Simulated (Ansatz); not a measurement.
Task: an active-space calculation of GeH₂S₂, SMILES [SH][Ge][SH], with Ansatz's Python interface. Give the script and its output. Settings: SC-NEVPT2, def2-SVP basis, multiplicity 1.

```yaml
atoms:
  - { symbol: S, position_ang: [-1.3908, -0.6674, -0.9166] }
  - { symbol: Ge, position_ang: [-0.5334, 1.1557, 0.0365] }
  - { symbol: S, position_ang: [1.3964, 0.5999, 0.9072] }
  - { symbol: H, position_ang: [-1.3538, -1.3350, 0.2752] }
  - { symbol: H, position_ang: [1.9314, 0.1731, -0.3438] }
```

Script `geh2s2_cas.py`:
```python
# -*- coding: utf-8 -*-
import ansatz as az

system = (
    az.Crystal.molecule()
    .atom('S', (-1.3908, -0.6674, -0.9166))
    .atom('Ge', (-0.5334, 1.1557, 0.0365))
    .atom('S', (1.3964, 0.5999, 0.9072))
    .atom('H', (-1.3538, -1.335, 0.2752))
    .atom('H', (1.9314, 0.1731, -0.3438))
)

calc = (
    system.calculation()
    .basis(gaussian='def2-SVP')
    .correlation(active_electrons=6, active_orbitals=6)
)
for method in ['sc_nevpt2']:
    rep = (calc if method is None else calc.correlation(method)).run().report
    space = rep['configurations']
    state = space['states'][0]
    print(method or 'casscf', f'total {rep["free_energy_ev"] / 27.211386246:.6f} Ha, active-space state {state["energy"]["hartree"]:.6f} Ha, mean field {rep["reference_energy_ev"] / 27.211386246:.6f} Ha')
    print('  determinants', state['n_determinants'], ' natural occupations', [round(n, 3) for n in space['natural_occupations']])
print('effectively unpaired electrons, sum of min(n, 2 - n):', round(sum(min(n, 2 - n) for n in space['natural_occupations']), 3))
```

```console
$ python geh2s2_cas.py
RunWarning: the results are in doubt because another end's mean lies 0.357 eV lower, and its corrected mean 0.044 eV higher
sc_nevpt2 total -2871.568911 Ha, active-space state -2871.135008 Ha, mean field -2871.097099 Ha
  determinants 400  natural occupations [1.982, 1.98, 1.928, 0.07, 0.024, 0.017]
effectively unpaired electrons, sum of min(n, 2 - n): 0.222
```
(Warnings from the package without file and line.)

What to keep in mind:
- Total energies depend on the basis set; only differences at equal settings carry meaning.
- The geometry is a force-field or estimated start, not a minimum of this method, and the basis set is short of its limit. The active space starts as a window about the frontier orbitals and is then optimised, not chosen by chemistry.
- A lower CASSCF solution was found and passed over, so the printed active-space state isn't the lowest.
- Wall time of the script: 25 s on 1 thread of Arm Neoverse V2, on a shared host, peak memory 0.28 GiB.

(Lines on the test bed's own set-up are left out of the output.)
